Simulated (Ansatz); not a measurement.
Crystal: KMg6Cd.

```
Cd K Mg
1.0
     5.33583    0.00000    0.00000
     0.00000    3.39163    5.79613
     0.00000   -3.39163    5.79613
Cd K Mg
1 1 6
Direct
  0.50000 0.65669 0.65669
  0.00000 0.83158 0.83158
  0.50000 0.16693 0.16693
  0.50000 0.65690 0.18713
  0.50000 0.18713 0.65690
  0.00000 0.33673 0.33673
  0.00000 0.82843 0.33561
  0.00000 0.33561 0.82843
```

The cell comes from a database or a generator and needn't be the stable form of this composition.

```yaml
Program: Ansatz 0.2.0
Task: single point
Functional: PBE
Potentials_or_basis: Ansatz PAW
Cutoff: "420 eV (not typed: the program's choice for these potentials)"
k_mesh: 5 × 5 × 5
Occupations: fermi-dirac, width 0.05 eV
Spin: no spin polarisation
```

On this cell: pressure -0.1 GPa; largest force 0.126 eV/Å; band gap on the k mesh none (metal or under the smearing width).

The same run follows on a disturbed copy (atoms moved at random, drawn with an rms of 0.05 Å):

```
CELL_PARAMETERS angstrom
5.33583 0.00000 0.00000
0.00000 3.39163 5.79613
0.00000 -3.39163 5.79613
ATOMIC_POSITIONS crystal
Cd 0.49909 0.65595 0.66628
K 0.99691 0.83082 0.83931
Mg 0.50854 0.16526 0.16703
Mg 0.50212 0.66018 0.18625
Mg 0.51522 0.18177 0.65888
Mg 0.00329 0.34045 0.33476
Mg 0.00900 0.82475 0.34224
Mg 0.99950 0.32975 0.83678
```

**Question.** What changes?

**Answer.** The energy (extrapolated to zero smearing) moves by +3.9 meV/atom; pressure -0.1 GPa; largest force 0.280 eV/Å; band gap on the k mesh none (metal or under the smearing width).

Forces on the atoms (eV/Å):
```
Cd   0.005  0.008 -0.191
K    0.145  0.075 -0.097
Mg  -0.041 -0.013  0.037
Mg  -0.001 -0.175  0.080
Mg  -0.206  0.166  0.093
Mg   0.056 -0.116  0.023
Mg  -0.048 -0.036  0.033
Mg   0.090  0.092  0.021
```

Stress tensor (GPa, compression positive):
```
 0.42 -0.07 -0.08
-0.07 -0.44 -0.03
-0.08 -0.03 -0.23
```
